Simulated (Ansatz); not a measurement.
# CBF3O: the cost of one run

Computed with Ansatz 0.2.0 (the levels named in each step, unless a step's input says otherwise).

## Step 1: The structure to begin with

Bond lengths: F1–B2 1.331 Å, B2–F3 1.316 Å, B2–F4 1.335 Å, C5–O6 1.118 Å. Angles: F1–B2–F3 118.1°, F1–B2–F4 116.1°, F3–B2–F4 117.9°.

Structure file:

```xyz
6

F    -1.2659    0.1631   -0.6181
B    -0.3737    0.2865    0.3620
F    -0.1789    1.4825    0.8751
F    -0.2369   -0.7697    1.1673
C     1.1212   -0.2005   -0.7502
O     1.4103   -1.0855   -1.3683
```

## Step 2: A rough first relaxation, PBE-D4/def2-SVP

input.yaml reads:

```yaml
crystal:
  periodic: [false, false, false]
  atoms:
    - { symbol: F, position_ang: [-1.26586, 0.16309, -0.6181] }
    - { symbol: B, position_ang: [-0.37374, 0.28652, 0.36196] }
    - { symbol: F, position_ang: [-0.17894, 1.48252, 0.8751] }
    - { symbol: F, position_ang: [-0.23686, -0.76968, 1.16728] }
    - { symbol: C, position_ang: [1.12121, -0.20049, -0.75017] }
    - { symbol: O, position_ang: [1.41027, -1.08553, -1.36826] }
basis:
  gaussian: { orbitals: def2-SVP }
hamiltonian:
  xc: pbe
  dispersion: d4
relax:
  f_tol: 0.03
  max_steps: 200
```

On the command line:

```
$ ansatz run input.yaml --threads 4 --pin off --max-ram 10240MiB --backend cpu --events-out ev --progress --plain --runs-dir out
```

**Question.** How long does this run take on 4 threads of Intel Xeon at 2.50GHz (Skylake/Cascade Lake), shared host, and how much memory does it need?

About 19 s, with a peak of 0.16 GiB.
